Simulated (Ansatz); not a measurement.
# C12H12Ge: the cost of one run

The runs use Ansatz 0.2.0, Gaussian basis; one geometry, several basis sets.

The runs, in order: PBE0-D4/def2-SVP; ωB97M-V/def2-SVP; PBE0-D4/def2-QZVPP; ωB97M-V/def2-QZVPP; the functionals' def2-TZVPP values are taken from earlier runs.

### Step 1. Structure used throughout

All runs share one geometry, relaxed beforehand with PBE0-D4 in a triple-zeta def2 set.

SMILES `c1cc[c]([GeH2][c]2ccccc2)cc1`, 25 atoms, charge 0, spin multiplicity 1.

Atoms are counted from 1 here; the program's logs count them from 0.

Bond lengths: C1–C2 1.387 Å, C1–C13 1.387 Å, C1–H14 1.084 Å, C2–C3 1.387 Å, C2–H15 1.084 Å, C3–C4 1.393 Å, C3–H16 1.086 Å, C4–Ge5 1.947 Å, C4–C12 1.393 Å, Ge5–C6 1.947 Å, Ge5–H17 1.541 Å, Ge5–H18 1.541 Å, C6–C7 1.393 Å, C6–C11 1.393 Å, C7–C8 1.387 Å, C7–H19 1.086 Å, C8–C9 1.387 Å, C8–H20 1.084 Å and more. Angles: C2–C1–C13 119.8°, C2–C1–H14 120.1°, C13–C1–H14 120.1°, C1–C2–C3 120.0°, C1–C2–H15 120.1°, C3–C2–H15 119.9°, C2–C3–C4 120.8°, C2–C3–H16 119.1°, C4–C3–H16 120.0°, C3–C4–Ge5 120.7°, C3–C4–C12 118.6°, Ge5–C4–C12 120.7°, C4–Ge5–C6 110.9°, C4–Ge5–H17 108.8°, C4–Ge5–H18 108.8°, C6–Ge5–H17 108.8°, C6–Ge5–H18 108.8°, H17–Ge5–H18 110.8° and more.

### Step 2. PBE0-D4 in def2-SVP

Input file in.yaml:

```yaml
crystal:
  periodic: [false, false, false]
  atoms:
    - {symbol: C, position_ang: [0.280774, -3.916238, -0.683863]}
    - {symbol: C, position_ang: [-0.609029, -3.185335, -1.456918]}
    - {symbol: C, position_ang: [-1.133498, -1.995906, -0.972960]}
    - {symbol: C, position_ang: [-0.777556, -1.519144, 0.286773]}
    - {symbol: Ge, position_ang: [-1.468776, 0.180562, 0.938885]}
    - {symbol: C, position_ang: [-0.309567, 1.651201, 0.404615]}
    - {symbol: C, position_ang: [0.761457, 2.040303, 1.206139]}
    - {symbol: C, position_ang: [1.614073, 3.059167, 0.807421]}
    - {symbol: C, position_ang: [1.405034, 3.704851, -0.402117]}
    - {symbol: C, position_ang: [0.341236, 3.329816, -1.209064]}
    - {symbol: C, position_ang: [-0.508992, 2.310465, -0.806368]}
    - {symbol: C, position_ang: [0.115050, -2.265172, 1.053311]}
    - {symbol: C, position_ang: [0.642046, -3.455103, 0.573245]}
    - {symbol: H, position_ang: [0.690215, -4.847004, -1.059870]}
    - {symbol: H, position_ang: [-0.897352, -3.543762, -2.438850]}
    - {symbol: H, position_ang: [-1.832794, -1.437559, -1.587761]}
    - {symbol: H, position_ang: [-1.532610, 0.131801, 2.477310]}
    - {symbol: H, position_ang: [-2.869108, 0.410453, 0.339363]}
    - {symbol: H, position_ang: [0.935041, 1.547714, 2.157961]}
    - {symbol: H, position_ang: [2.442301, 3.351421, 1.443359]}
    - {symbol: H, position_ang: [2.069513, 4.502512, -0.714455]}
    - {symbol: H, position_ang: [0.171623, 3.834148, -2.153878]}
    - {symbol: H, position_ang: [-1.340498, 2.031647, -1.446367]}
    - {symbol: H, position_ang: [0.403219, -1.919809, 2.041451]}
    - {symbol: H, position_ang: [1.334497, -4.024927, 1.182840]}
basis:
  gaussian: {orbitals: def2-SVP}
hamiltonian: {xc: pbe0, dispersion: d4}
output: {orbitals: {seedname: orbitals}}
```

Command:

```
ansatz run in.yaml --threads 11 --pin off --events-out ev --progress --plain --max-ram 174080MiB --backend cpu
```

**Question.** How long does this run take on 11 threads of AMD EPYC 7R13, shared host, and how much memory does it need?

About 4.3 s, with a peak of 1.7 GiB.
